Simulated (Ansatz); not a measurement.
# AlIn2: the cost of one run

Program: Ansatz 0.2.0. Level of theory: DFT PBE, scalar-relativistic, plane waves, PAW. These are calculated values, not measurements.

## Step 1: The starting structure

The structure is cubic, space group Fd-3m (No. 227). Conventional cell: a = 8.141 Å, b = 8.141 Å, c = 8.141 Å, α = 90.00°, β = 90.00°, γ = 90.00°. Around Al (site symmetry -43m) lie 4 In at 1.76 Å. Around In (site symmetry -3m) lie 2 Al at 1.76 Å.

As a file:

```cif
data_structure
_symmetry_space_group_name_H-M 'P 1'
_symmetry_Int_Tables_number 1
_cell_length_a 5.7568
_cell_length_b 5.7568
_cell_length_c 5.7568
_cell_angle_alpha 60.000
_cell_angle_beta 60.000
_cell_angle_gamma 60.000
_cell_volume 134.90
loop_
_atom_site_label
_atom_site_type_symbol
_atom_site_fract_x
_atom_site_fract_y
_atom_site_fract_z
_atom_site_occupancy
Al1 Al 0.00000 0.00000 0.00000 1
Al2 Al 0.25000 0.25000 0.25000 1
In1 In 0.12500 0.12500 0.12500 1
In2 In 0.12500 0.12500 0.62500 1
In3 In 0.12500 0.62500 0.12500 1
In4 In 0.62500 0.12500 0.12500 1
```

Recipe of the guess: random cell by space group and Wyckoff sites (Fd-3m, No. 227). Lengths come from tabulated atomic sizes and are only a guess.

## Step 2: A first look at the guess

input.yaml

```yaml
crystal:
  lattice:
    - [0.0, 4.07063993, 4.07063993]
    - [4.07063993, 0.0, 4.07063993]
    - [4.07063993, 4.07063993, 0.0]
  atoms:
    - { symbol: Al, position: [0.0, 0.0, 0.0] }
    - { symbol: Al, position: [0.25, 0.25, 0.25] }
    - { symbol: In, position: [0.125, 0.125, 0.125] }
    - { symbol: In, position: [0.125, 0.125, 0.625] }
    - { symbol: In, position: [0.125, 0.625, 0.125] }
    - { symbol: In, position: [0.625, 0.125, 0.125] }
basis:
  ecutwfc: 420
kpoints:
  mp_grid: { grid: [4, 4, 4] }
hamiltonian:
  xc: pbe
scf:
  occupations: { method: gaussian, width: 0.1 }
  lower_state_search: "off"
output:
  forces: true
  stress: true
  eigenvalues: true
```

Command:

```console
ansatz run input.yaml --threads 1 --pin off --max-ram 2560MiB --backend cpu --events-out ev --progress --plain --runs-dir out
```

**Question.** How long does this run take on 1 thread of Intel Xeon at 2.50GHz (Skylake/Cascade Lake), shared host, and how much memory does it need?

About 6.2 s, with a peak of 0.4 GiB.
